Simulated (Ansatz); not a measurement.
# C₂H₆ClGa: one species, many methods

An exercise on one series of results from a longer session: the logs are not shown, and one member is left open.

Program: Ansatz 0.2.0, Gaussian basis. Level of theory: functionals in def2-TZVPP, the program's frozen cores in correlated methods. These are calculated values, not measurements.

Levels to be run: LDA (SPW92), PBE-D4, revPBE-D4, BLYP-D4, r2SCAN-D4, B97M-V, PBE0-D4, B3LYP-D4, r2SCANh-D4, r2SCAN0-D4, HSE06-D4, BHLYP-D4, CAM-B3LYP-D4, LC-ωPBE, ωB97X-V, ωB97M-V, B2PLYP, PBE-QIDH; CCSD(T)/def2-SVP; CCSD(T)/def2-TZVPP; MP2/def2-QZVPP; extrapolation to the limit; RPA on PBE.

**The geometry**

The geometry comes from an earlier relaxation with PBE0-D4 in a triple-zeta def2 set; it is a stationary point, not always the lowest conformer.

SMILES `[CH3][Ga]([CH3])[Cl]`, 10 atoms, charge 0, spin multiplicity 1.

Atoms are counted from 1 here; the program's logs count them from 0.

Bond lengths: C1–Ga2 1.956 Å, C1–H5 1.089 Å, C1–H6 1.093 Å, C1–H7 1.093 Å, Ga2–C3 1.956 Å, Ga2–Cl4 2.171 Å, C3–H8 1.089 Å, C3–H9 1.093 Å, C3–H10 1.093 Å. Angles: Ga2–C1–H5 110.8°, Ga2–C1–H6 110.4°, Ga2–C1–H7 110.1°, H5–C1–H6 109.1°, H5–C1–H7 108.9°, H6–C1–H7 107.4°, C1–Ga2–C3 130.6°, C1–Ga2–Cl4 114.7°, C3–Ga2–Cl4 114.7°, Ga2–C3–H8 110.8°, Ga2–C3–H9 110.2°, Ga2–C3–H10 110.4°, H8–C3–H9 109.0°, H8–C3–H10 109.1°, H9–C3–H10 107.4°.

Set-up of the first run:

Contents of in.yaml:

```yaml
crystal:
  periodic: [false, false, false]
  atoms:
    - {symbol: C, position_ang: [-0.537034, 1.464885, -0.882027]}
    - {symbol: Ga, position_ang: [-0.407259, -0.328756, -0.111441]}
    - {symbol: C, position_ang: [0.982549, -1.137456, 1.003119]}
    - {symbol: Cl, position_ang: [-2.076636, -1.638137, -0.573412]}
    - {symbol: H, position_ang: [-1.476501, 1.587636, -1.419666]}
    - {symbol: H, position_ang: [-0.472395, 2.222329, -0.097183]}
    - {symbol: H, position_ang: [0.292066, 1.638425, -1.572624]}
    - {symbol: H, position_ang: [0.714252, -2.157294, 1.276355]}
    - {symbol: H, position_ang: [1.934621, -1.152231, 0.466745]}
    - {symbol: H, position_ang: [1.129436, -0.550702, 1.913131]}
basis:
  gaussian: {orbitals: def2-TZVPP}
hamiltonian: {xc: lda}
output: {orbitals: {seedname: orbitals}}
```

On the command line:

```bash
$ ansatz run in.yaml --threads 4 --pin off --events-out ev --progress --plain --max-ram 10444MiB
```

Steps of the session up to this table: LDA; PBE-D4 (GGA); revPBE-D4 (GGA); BLYP-D4 (GGA); r2SCAN-D4 (meta-GGA); B97M-V (meta-GGA); B3LYP-D4 (hybrid); r2SCANh-D4 (hybrid); r2SCAN0-D4 (hybrid); HSE06-D4 (hybrid); BHLYP-D4 (hybrid); CAM-B3LYP-D4 (range-separated); LC-ωPBE (range-separated); ωB97X-V (range-separated); ωB97M-V (range-separated); B2PLYP (double hybrid); PBE-QIDH (double hybrid).

One of the session's tables, all rows but one given; the rest of the session is left out.

It belongs to the step «Frontier levels by functional». 

| functional | HOMO (eV) | gap (eV) |
| --- | --- | --- |
| LDA (SPW92) | -6.71 | 4.77 |
| PBE-D4 | -6.56 | 4.89 |
| revPBE-D4 | -6.50 | 4.96 |
| BLYP-D4 | -6.40 | 4.79 |
| r2SCAN-D4 | -6.85 | 5.45 |
| B97M-V | -6.92 | 5.35 |
| PBE0-D4 | -7.83 | 6.97 |
| B3LYP-D4 | -7.58 | 6.44 |
| r2SCANh-D4 | -7.32 | 6.19 |
| r2SCAN0-D4 | ? | ? |
| HSE06-D4 | -7.43 | 6.20 |
| BHLYP-D4 | -8.96 | 8.86 |
| CAM-B3LYP-D4 | -9.16 | 9.19 |
| LC-ωPBE | -10.54 | 11.77 |
| ωB97X-V | -10.17 | 11.23 |
| ωB97M-V | -10.02 | 10.85 |

Q: Estimate the row for r2SCAN0-D4 from the others.

Worked estimate for «HOMO (eV)». Against the share of exact exchange, r2SCAN-D4 (0, -6.85), r2SCANh-D4 (0.1, -7.32) give a slope of -4.70 per unit share; at 0.25 the line stands at -8.02.

**Answer.** HOMO (eV): -8.02; gap (eV): 7.31. In «HOMO (eV)» the line misses by 0.00.
